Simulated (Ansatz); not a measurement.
# GaH₃Se: single points off equilibrium

One table from this session's results is given with a row withheld; the runs are named, their logs left out.

Computed with Ansatz 0.2.0, Gaussian basis. Level: single points in def2-TZVPP.

Correlated methods freeze the cores. Filled d shells of the heavier atoms are correlated.

## Starting geometry

SMILES `[GaH2][SeH]`, 5 atoms, charge 0, spin multiplicity 1.

Atoms are counted from 1 here; the program's logs count them from 0.

Bond lengths: Ga1–Se2 2.362 Å, Ga1–H3 1.564 Å, Ga1–H4 1.536 Å, Se2–H5 1.460 Å. Angles: Se2–Ga1–H3 122.3°, Se2–Ga1–H4 122.3°, H3–Ga1–H4 115.4°, Ga1–Se2–H5 91.7°.

Geometry (Å):

```
Ga   -0.4980   -0.4670   -0.1017
Se    0.4415    1.6934    0.0729
H    -0.5458   -1.4575    1.1079
H    -1.1303   -0.9854   -1.4015
H     1.7819    1.1444    0.2552
```

The first run:

Input file run/in.yaml:

```yaml
crystal:
  periodic: [false, false, false]
  atoms:
    - {symbol: Ga, position_ang: [-0.498000, -0.467000, -0.101700]}
    - {symbol: Se, position_ang: [0.441500, 1.693400, 0.072900]}
    - {symbol: H, position_ang: [-0.545800, -1.457500, 1.107900]}
    - {symbol: H, position_ang: [-1.130300, -0.985400, -1.401500]}
    - {symbol: H, position_ang: [1.781900, 1.144400, 0.255200]}
basis:
  gaussian: {orbitals: def2-TZVPP}
correlation: {method: ccsd_t}
output: {forces: true}
```

No record of the launch command was kept for these runs.

Steps of the session up to this table: CCSD(T)/def2-TZVPP; PBE0-D4/def2-TZVPP; wB97M-V/def2-TZVPP; r2SCAN-D4/def2-TZVPP; PBE-D4/def2-TZVPP; r2SCANh-D4/def2-TZVPP; B97M-V/def2-TZVPP.

One of the session's tables, all rows but one given; the rest of the session is left out.

```
    method  RMS force component (eV/Å)  angle to CCSD(T) forces (°)  dipole (D)
   CCSD(T)                       0.197                    reference        0.89
   PBE0-D4                       0.222                         12.1        0.91
   wB97M-V                       0.194                          5.1        0.94
 r2SCAN-D4                       0.211                          7.8        0.89
    PBE-D4                       0.300                         30.5        0.80
r2SCANh-D4                           ?                            ?           ?
    B97M-V                       0.214                         15.1        0.72
```

Q: Estimate the row for r2SCANh-D4 from the others.

The run gave: RMS force component (eV/Å): 0.201; angle to CCSD(T) forces (°): 5.6; dipole (D): 0.92. In the column «RMS force component (eV/Å)» it lies between CCSD(T) (0.197) and r2SCAN-D4 (0.211).
